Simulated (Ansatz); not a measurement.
# Al47O72H: the cost of one run

Method: density functional theory in Ansatz 0.2.0, PAW datasets, plane waves.

**1. The starting cell**

120 atoms (47 Al, 72 O, 1 H); a = 9.548 Å, b = 9.548 Å, c = 13.014 Å, α = 90.00°, β = 90.00°, γ = 120.00°. All atoms were shaken off their sites by about 0.02 Å along each axis. Defect site 1: (0.500, 0.500, 0.352). Defect site 2: (0.500, 0.500, 0.497). Starting moments add up to 2 μB.

Steps to follow: (2) PBEsol relaxation at the single k point (¼, ¼, ¼), on 1 × NVIDIA H100 80GB HBM3 with 4 threads of AMD EPYC 7R13; (3) HSE06 single point at the single k point (¼, ¼, ¼), on 1 × NVIDIA H100 80GB HBM3 with 4 threads of AMD EPYC 7R13.

**2. PBEsol relaxation in the fixed cell**

Input file in.yaml:

```yaml
crystal:
  lattice:
    - [9.547862, 0.000000, 0.000000]
    - [-4.773931, 8.268691, 0.000000]
    - [0.000000, 0.000000, 13.013576]
  atoms:
    - { symbol: Al, position: [0.329085, 0.164274, 0.185840] }
    - { symbol: Al, position: [0.331167, 0.666480, 0.186539] }
    - { symbol: Al, position: [0.833367, 0.169029, 0.186745] }
    - { symbol: Al, position: [0.833030, 0.662433, 0.186573] }
    - { symbol: Al, position: [0.166655, 0.331693, 0.019301] }
    - { symbol: Al, position: [0.169097, 0.833015, 0.020257] }
    - { symbol: Al, position: [0.668389, 0.332949, 0.019096] }
    - { symbol: Al, position: [0.664518, 0.833090, 0.017658] }
    - { symbol: Al, position: [0.165263, 0.331613, 0.316829] }
    - { symbol: Al, position: [0.165442, 0.830247, 0.315268] }
    - { symbol: Al, position: [0.666717, 0.338549, 0.313363] }
    - { symbol: Al, position: [0.665753, 0.834067, 0.315071] }
    - { symbol: Al, position: [0.166258, 0.336273, 0.517155] }
    - { symbol: Al, position: [0.166991, 0.835537, 0.516894] }
    - { symbol: Al, position: [0.668523, 0.332891, 0.518428] }
    - { symbol: Al, position: [0.664977, 0.829364, 0.519487] }
    - { symbol: Al, position: [0.003645, 0.002013, 0.353056] }
    - { symbol: Al, position: [0.998149, 0.499893, 0.350877] }
    - { symbol: Al, position: [0.499743, 0.001337, 0.352192] }
    - { symbol: Al, position: [0.997228, 0.997916, 0.149035] }
    - { symbol: Al, position: [0.002255, 0.503672, 0.148183] }
    - { symbol: Al, position: [0.497360, 0.996284, 0.150025] }
    - { symbol: Al, position: [0.499072, 0.498639, 0.147959] }
    - { symbol: Al, position: [0.000233, 0.000307, 0.647822] }
    - { symbol: Al, position: [0.997834, 0.497279, 0.645597] }
    - { symbol: Al, position: [0.500941, 0.999530, 0.645995] }
    - { symbol: Al, position: [0.498418, 0.499729, 0.642710], spin: 0.182 }
    - { symbol: Al, position: [0.999914, 0.002219, 0.854392] }
    - { symbol: Al, position: [0.999435, 0.500589, 0.852001] }
    - { symbol: Al, position: [0.495352, 0.998531, 0.849711] }
    - { symbol: Al, position: [0.495795, 0.500077, 0.852326] }
    - { symbol: Al, position: [0.334312, 0.165339, 0.682561] }
    - { symbol: Al, position: [0.336825, 0.668098, 0.682621] }
    - { symbol: Al, position: [0.831294, 0.167497, 0.687122] }
    - { symbol: Al, position: [0.839523, 0.672153, 0.686152] }
    - { symbol: Al, position: [0.336928, 0.172049, 0.484147] }
    - { symbol: Al, position: [0.334239, 0.670363, 0.481756] }
    - { symbol: Al, position: [0.833933, 0.168408, 0.479807] }
    - { symbol: Al, position: [0.830430, 0.667493, 0.480151] }
    - { symbol: Al, position: [0.339007, 0.169554, 0.980863] }
    - { symbol: Al, position: [0.331178, 0.669294, 0.980248] }
    - { symbol: Al, position: [0.830151, 0.163183, 0.979867] }
    - { symbol: Al, position: [0.830333, 0.670992, 0.981802] }
    - { symbol: Al, position: [0.168999, 0.333867, 0.816297] }
    - { symbol: Al, position: [0.168555, 0.833188, 0.813315] }
    - { symbol: Al, position: [0.660487, 0.332332, 0.815365] }
    - { symbol: Al, position: [0.664880, 0.826299, 0.814578] }
    - { symbol: O, position: [0.152765, 0.996863, 0.250435] }
    - { symbol: O, position: [0.148647, 0.493999, 0.250204] }
    - { symbol: O, position: [0.651879, 0.997299, 0.250533] }
    - { symbol: O, position: [0.653749, 0.498271, 0.251453], spin: 0.182 }
    - { symbol: O, position: [0.331290, 0.012875, 0.084464] }
    - { symbol: O, position: [0.331474, 0.513609, 0.084494] }
    - { symbol: O, position: [0.837823, 0.015638, 0.085438] }
    - { symbol: O, position: [0.833816, 0.514456, 0.085949] }
    - { symbol: O, position: [0.996903, 0.147603, 0.250576] }
    - { symbol: O, position: [0.000669, 0.652547, 0.248379] }
    - { symbol: O, position: [0.502973, 0.160076, 0.249475] }
    - { symbol: O, position: [0.498054, 0.650070, 0.248901], spin: 0.182 }
    - { symbol: O, position: [0.349523, 0.348616, 0.248346], spin: 0.182 }
    - { symbol: O, position: [0.350402, 0.849300, 0.247771] }
    - { symbol: O, position: [0.848503, 0.347922, 0.250361] }
    - { symbol: O, position: [0.849409, 0.847379, 0.250071] }
    - { symbol: O, position: [0.179718, 0.170769, 0.084058] }
    - { symbol: O, position: [0.185380, 0.669406, 0.081837] }
    - { symbol: O, position: [0.682367, 0.168164, 0.081450] }
    - { symbol: O, position: [0.682743, 0.672648, 0.083222] }
    - { symbol: O, position: [0.187630, 0.017841, 0.582121] }
    - { symbol: O, position: [0.179722, 0.513613, 0.581773] }
    - { symbol: O, position: [0.680275, 0.008939, 0.582960] }
    - { symbol: O, position: [0.684097, 0.515784, 0.584979], spin: 0.182 }
    - { symbol: O, position: [0.164358, 0.179356, 0.414448] }
    - { symbol: O, position: [0.168883, 0.683486, 0.415907] }
    - { symbol: O, position: [0.665733, 0.183360, 0.417013] }
    - { symbol: O, position: [0.668349, 0.682543, 0.417327], spin: 0.182 }
    - { symbol: O, position: [0.015368, 0.334539, 0.416458] }
    - { symbol: O, position: [0.017487, 0.836350, 0.416802] }
    - { symbol: O, position: [0.515639, 0.338341, 0.415216], spin: 0.182 }
    - { symbol: O, position: [0.515851, 0.837750, 0.417484] }
    - { symbol: O, position: [0.015713, 0.179314, 0.916117] }
    - { symbol: O, position: [0.018898, 0.680149, 0.916767] }
    - { symbol: O, position: [0.514767, 0.184210, 0.914306] }
    - { symbol: O, position: [0.519279, 0.684770, 0.915216] }
    - { symbol: O, position: [0.996847, 0.346288, 0.749846] }
    - { symbol: O, position: [0.998478, 0.844909, 0.749925] }
    - { symbol: O, position: [0.498650, 0.345783, 0.751418] }
    - { symbol: O, position: [0.499480, 0.845969, 0.746759] }
    - { symbol: O, position: [0.487642, 0.322802, 0.085097] }
    - { symbol: O, position: [0.486689, 0.820153, 0.082109] }
    - { symbol: O, position: [0.982720, 0.315296, 0.084380] }
    - { symbol: O, position: [0.987655, 0.824376, 0.083608] }
    - { symbol: O, position: [0.483594, 0.166114, 0.584307] }
    - { symbol: O, position: [0.488773, 0.665335, 0.582687], spin: 0.182 }
    - { symbol: O, position: [0.987035, 0.164570, 0.578439] }
    - { symbol: O, position: [0.984185, 0.668057, 0.581810] }
    - { symbol: O, position: [0.332692, 0.322299, 0.582662], spin: 0.182 }
    - { symbol: O, position: [0.333623, 0.818933, 0.584652] }
    - { symbol: O, position: [0.834419, 0.321738, 0.586378] }
    - { symbol: O, position: [0.837544, 0.823836, 0.583906] }
    - { symbol: O, position: [0.317236, 0.485969, 0.415403], spin: 0.182 }
    - { symbol: O, position: [0.320712, 0.988461, 0.414932] }
    - { symbol: O, position: [0.816536, 0.486451, 0.419446] }
    - { symbol: O, position: [0.822761, 0.984580, 0.414807] }
    - { symbol: O, position: [0.318136, 0.328840, 0.915999] }
    - { symbol: O, position: [0.317535, 0.828910, 0.916827] }
    - { symbol: O, position: [0.822385, 0.338282, 0.916756] }
    - { symbol: O, position: [0.819745, 0.836823, 0.918383] }
    - { symbol: O, position: [0.351074, 0.000951, 0.750244] }
    - { symbol: O, position: [0.348817, 0.500605, 0.749063] }
    - { symbol: O, position: [0.847316, 0.001037, 0.753857] }
    - { symbol: O, position: [0.850933, 0.502304, 0.751450] }
    - { symbol: O, position: [0.155546, 0.156949, 0.749117] }
    - { symbol: O, position: [0.153222, 0.652270, 0.750583] }
    - { symbol: O, position: [0.655197, 0.152574, 0.748805] }
    - { symbol: O, position: [0.657701, 0.654991, 0.748891] }
    - { symbol: O, position: [0.166738, 0.484307, 0.915913] }
    - { symbol: O, position: [0.165677, 0.984462, 0.915584] }
    - { symbol: O, position: [0.666085, 0.489868, 0.917239] }
    - { symbol: O, position: [0.666020, 0.986964, 0.916917] }
    - { symbol: H, position: [0.502611, 0.501840, 0.496410], spin: 0.182 }
  symmetry: { detect: false }
kpoints:
  mp_grid: { grid: [1, 1, 1], shift: [0.25, 0.25, 0.25] }
hamiltonian:
  xc: pbesol
magnetization:
  spin_polarized: true
scf:
  occupations: { method: fermi_dirac, width: 0.01 }
relax:
  f_tol: 0.03
  max_steps: 80
  escape_saddle: false
  adjacent_minimum: "off"
output:
  forces: true
  eigenvalues: true
  populations: true
```

Launch:

```sh
$ ansatz run in.yaml --threads 4 --pin off --max-ram 61750MiB --runs-dir r --events-out ev --progress --plain --backend cuda --devices 0, --max-vram 37GiB
```

What time and memory should one allow on 1 × NVIDIA H100 80GB HBM3 with 4 threads of AMD EPYC 7R13, shared host?

About 78 s, with a peak of 1.4 GiB on the host.
